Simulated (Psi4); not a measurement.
# One shape, several levels: triplet GeClF

Wanted: a comparison of 3 runs (UHF/STO-3G, UB3LYP/6-31G*, UHSE06/def2-TZVP) of triplet GeClF. 

The results are computed with Psi4 1.11.

### Step 1. The molecule

GeClF: 3 atoms, total charge 0, spin state triplet. SMILES of the parent species: `[F][Ge][Cl]`. Geometry: relaxed at PBE0-D4/def2-TZVP. That shape belongs to the parent species and isn't relaxed for this state.

Bond lengths: F1–Ge2 1.748 Å, Ge2–Cl3 2.180 Å. Angles: F1–Ge2–Cl3 98.3°.

### Step 2. Energy and gradient at UHF/STO-3G (run 1)

File clfge.xyz:

```xyz
3
ClFGe
F      0.110400     1.418700     0.206200
Ge    -0.762800     0.035600    -0.410300
Cl     0.641600    -1.519100     0.191000
```

File run_ase.py:

```python
import numpy as np
from ase.calculators.psi4 import Psi4
from ase.io import read

atoms = read('clfge.xyz')
calc = Psi4(atoms=atoms, method='hf', basis='STO-3G', memory='2200MB', num_threads=1, charge=0, multiplicity=3, label='calc', reference='uhf')
calc.psi4.set_options({'puream': True, 'e_convergence': 1e-09, 'd_convergence': 1e-08, 'scf_type': 'pk', 'maxiter': 100})
atoms.calc = calc

forces = atoms.get_forces()
print(f'energy: {atoms.get_potential_energy():.6f} eV')
print('forces / eV A^-1')
print(np.round(forces, 5))
```

Launch:

```sh
$ python run_ase.py
```

calc.dat:

```text
[...]
  Running in c1 symmetry.
[...]
  Nuclear repulsion =  246.377351934708940
[...]
  Multiplicity = 3
[...]
  Nalpha       = 30
  Nbeta        = 28
[...]
    Number of basis functions: 32
[...]
   @UHF iter   1: -2604.00805218171445   -3.04375e+00   1.87387e-02 ADIIS/DIIS
[...]
   @UHF iter  17: -2604.33561329087433    0.00000e+00   5.34613e-09 DIIS
[...]
   @S^2 Observed:                2.010199284E+00
[...]
    Orbital Energies [Eh]
    ---------------------
    Alpha Occupied:
       1A   -400.540546     2A   -103.619524     3A    -50.387187
       4A    -45.452551     5A    -45.450490     6A    -45.449079
       7A    -25.892732     8A    -10.312332     9A     -7.757380
      10A     -7.751081    11A     -7.750575    12A     -6.497829
      13A     -4.541463    14A     -4.539476    15A     -4.535279
      16A     -1.466809    17A     -0.984204    18A     -0.674230
      19A     -0.673053    20A     -0.670530    21A     -0.669466
      22A     -0.667072    23A     -0.627483    24A     -0.505797
      25A     -0.499837    26A     -0.462455    27A     -0.394055
      28A     -0.377338    29A     -0.351837    30A     -0.207626
    Alpha Virtual:
[...]
  @UHF Final Energy: -2604.33561329087433
   => Energetics <=
    Nuclear Repulsion Energy =            246.3773519347089405
    One-Electron Energy =               -4143.0849574211988511
    Two-Electron Energy =                1292.3719921956155758
    Total Energy =                      -2604.3356132908747895
  UHF NO Occupations:
  HONO-2 :   28  A 1.9954139
  HONO-1 :   29  A 1.0000000
  HONO-0 :   30  A 1.0000000
  LUNO+0 :   31  A 0.0045861
  LUNO+1 :   32  A 0.0005242
[...]
 Multipole Moments:
 ------------------------------------------------------------------------------------
     Multipole            Electronic (a.u.)      Nuclear  (a.u.)        Total (a.u.)
 ------------------------------------------------------------------------------------
 L = 1.  Multiply by 2.5417464519 to convert [e a0] to [Debye]
 Dipole X            :         -4.9351605            3.6612873           -1.2738732
 Dipole Y            :          2.8664136           -2.3487300            0.5176836
 Dipole Z            :         -2.3811681            1.7435919           -0.6375762
 Magnitude           :                                                    1.5156690
[...]
  -Total Gradient:
     Atom            X                  Y                   Z
    ------   -----------------  -----------------  -----------------
       1        0.020222852117     0.009161137890     0.011916180260
       2       -0.031748503214    -0.010622100287    -0.018319307589
       3        0.011525651044     0.001460962455     0.006403127358
[...]
```

On the terminal:

```text
energy: -70867.581710 eV
forces / eV A^-1
[[-1.0399  -0.47108 -0.61275]
 [ 1.63257  0.54621  0.94202]
 [-0.59267 -0.07513 -0.32926]]
```

It took 2.8 s on 1 thread of Intel Xeon Platinum 8259CL at 2.50GHz (Skylake/Cascade Lake), shared host; peak memory 0.23 GiB.

### Step 3. The energy at UB3LYP/6-31G(d) (Cartesian functions) (run 2)

File job.dat:

```
memory 2200 mb

molecule geom {
  0 3
  F      0.110400     1.418700     0.206200
  Ge    -0.762800     0.035600    -0.410300
  Cl     0.641600    -1.519100     0.191000
  units angstrom
  symmetry c1
}

set {
  basis                6-31G*
  reference            uks
  puream               false
  e_convergence        1e-09
  d_convergence        1e-08
  scf_type             pk
  dft_radial_points    99
  dft_spherical_points 590
  maxiter              100
}

energy('b3lyp')
```

Launch:

```sh
$ psi4 -n 1 job.dat job.out
```

job.out:

```text
[...]
  Running in c1 symmetry.
[...]
  Nuclear repulsion =  246.377351934708940
[...]
  Multiplicity = 3
[...]
  Nalpha       = 30
  Nbeta        = 28
[...]
    Number of basis functions: 69
[...]
   @UKS iter   1: -2635.07887496692183   -1.83632e+00   4.27145e-02 DIIS/ADIIS
[...]
   @UKS iter  16: -2636.76508298146155   -6.82121e-12   6.20790e-09 DIIS
[...]
   @S^2 Observed:                2.003429458E+00
[...]
    Orbital Energies [Eh]
    ---------------------
    Alpha Occupied:
       1A   -398.817418     2A   -101.571454     3A    -49.871494
       4A    -44.396976     5A    -44.396175     6A    -44.395904
       7A    -24.700400     8A     -9.488169     9A     -7.253791
      10A     -7.242352    11A     -7.242297    12A     -6.298074
      13A     -4.470936    14A     -4.468040    15A     -4.465710
      16A     -1.285195    17A     -1.272663    18A     -1.270303
      19A     -1.269708    20A     -1.267554    21A     -1.158247
      22A     -0.847900    23A     -0.561966    24A     -0.451410
      25A     -0.427623    26A     -0.424230    27A     -0.357601
      28A     -0.351248    29A     -0.341430    30A     -0.181087
    Alpha Virtual:
[...]
  @UKS Final Energy: -2636.76508298146155
   => Energetics <=
    Nuclear Repulsion Energy =            246.3773519347089405
    One-Electron Energy =               -4159.0632441668531101
    Two-Electron Energy =                1370.7094238474505801
    DFT Exchange-Correlation Energy =     -94.7886145967682268
    Empirical Dispersion Energy =           0.0000000000000000
    VV10 Nonlocal Energy =                  0.0000000000000000
    Total Energy =                      -2636.7650829814620010
  UHF NO Occupations:
  HONO-2 :   28  A 1.9990768
  HONO-1 :   29  A 1.0000000
[...]
 Multipole Moments:
 ------------------------------------------------------------------------------------
     Multipole            Electronic (a.u.)      Nuclear  (a.u.)        Total (a.u.)
 ------------------------------------------------------------------------------------
 L = 1.  Multiply by 2.5417464519 to convert [e a0] to [Debye]
 Dipole X            :         -4.8173457            4.0496531           -0.7676926
 Dipole Y            :          2.1913693           -2.3583850           -0.1670157
 Dipole Z            :         -0.0000000            0.0000000           -0.0000000
 Magnitude           :                                                    0.7856502
[...]
```

Run time: 14 s. Hardware: 1 thread of Intel Xeon Platinum 8259CL at 2.50GHz (Skylake/Cascade Lake), shared host; peak memory 0.52 GiB.

### Step 4. Energy and gradient at UHSE06/def2-TZVP (run 3)

clfge.xyz is that of step 2.

File clfge.py:

```python
import psi4

psi4.set_memory('2200 MB')
psi4.set_num_threads(1)
psi4.set_output_file('clfge.out', False)

with open('clfge.xyz') as f:
    atoms = ''.join(f.readlines()[2:])
mol = psi4.geometry('0 3\n' + atoms + 'symmetry c1')

psi4.set_options({
    'basis': 'def2-TZVP',
    'reference': 'uks',
    'puream': True,
    'e_convergence': 1e-09,
    'd_convergence': 1e-08,
    'scf_type': 'pk',
    'dft_radial_points': 99,
    'dft_spherical_points': 590,
    'maxiter': 100,
})

energy_value, wavefunction = psi4.gradient("hse06", molecule=mol, return_wfn=True)
print('gradient / Eh bohr^-1')
print(energy_value.np.round(6))
print(f'energy = {wavefunction.energy():.10f} Eh')
```

Launch:

```sh
$ python clfge.py
```

clfge.out, cut to the lines that bear on the results:

```text
[...]
  Running in c1 symmetry.
[...]
  Nuclear repulsion =  246.377351934708940
[...]
  Multiplicity = 3
[...]
  Nalpha       = 30
  Nbeta        = 28
[...]
    Number of basis functions: 116
[...]
   @UKS iter   1: -2634.82949773308655   -1.73993e+00   2.68517e-02 ADIIS/DIIS
[...]
   @UKS iter  17: -2636.58752806794473    0.00000e+00   5.85348e-09 DIIS
[...]
   @S^2 Observed:                2.004322126E+00
[...]
  @UKS Final Energy: -2636.58752806794473
   => Energetics <=
    Nuclear Repulsion Energy =            246.3773519347089405
    One-Electron Energy =               -4160.0602815800175449
    Two-Electron Energy =                1366.5359723266158198
    DFT Exchange-Correlation Energy =     -89.4405707492519184
    Empirical Dispersion Energy =           0.0000000000000000
    VV10 Nonlocal Energy =                  0.0000000000000000
    Total Energy =                      -2636.5875280679451862
  UHF NO Occupations:
  HONO-2 :   28  A 1.9987045
  HONO-1 :   29  A 1.0000000
[...]
 Multipole Moments:
 ------------------------------------------------------------------------------------
     Multipole            Electronic (a.u.)      Nuclear  (a.u.)        Total (a.u.)
 ------------------------------------------------------------------------------------
 L = 1.  Multiply by 2.5417464519 to convert [e a0] to [Debye]
 Dipole X            :         -4.8327710            4.0496531           -0.7831178
 Dipole Y            :          2.1302634           -2.3583850           -0.2281216
 Dipole Z            :          0.0000000            0.0000000            0.0000000
 Magnitude           :                                                    0.8156672
[...]
  -Total Gradient:
     Atom            X                  Y                   Z
    ------   -----------------  -----------------  -----------------
       1        0.009375008346    -0.006938683720     0.000000000000
       2       -0.019095220193     0.003467850016    -0.000000000001
       3        0.009681090551     0.003535447569     0.000000000000
[...]
```

Standard output:

```text
gradient / Eh bohr^-1
[[ 0.009375 -0.006939  0.      ]
 [-0.019095  0.003468 -0.      ]
 [ 0.009681  0.003535  0.      ]]
energy = -2636.5875280679 Eh
```

It took 82 s on 1 thread of Intel Xeon Platinum 8259CL at 2.50GHz (Skylake/Cascade Lake), shared host; peak memory 0.9 GiB.

### Step 5. The series

```tsv
run	level	task	Cartesian functions	energy (Eh)	dipole moment (D)	HOMO energy (eV)	⟨S²⟩	wall time
1	UHF/STO-3G	gradient	no	-2604.335613	3.85	-5.65	2.010	2.8 s
2	UB3LYP/6-31G* (Cartesian functions)	energy	yes	-2636.765083	2.00	-4.93	2.003	14 s
3	UHSE06/def2-TZVP	gradient	no	-2636.587528	2.07	-5.03	2.004	82 s
```

### Step 6. Summary of results

```
                                 quantity           value
                      run 3: total energy  -2636.58753 Eh
                     run 3: dipole moment          2.07 D
run 3: HOMO energy (highest over α and β)        -5.03 eV
                              run 3: ⟨S²⟩           2.004
          run 3: largest force on an atom      0.998 eV/Å
```

The dipole moment (its size) runs from 2.00 D (UB3LYP/6-31G*) to 3.85 D (UHF/STO-3G). The two ends differ in method and basis. Totals of different functionals can't be ranked against each other. In run 1 the basis is minimal, so the values are rough. All runs together took 98 s, the longest 82 s.
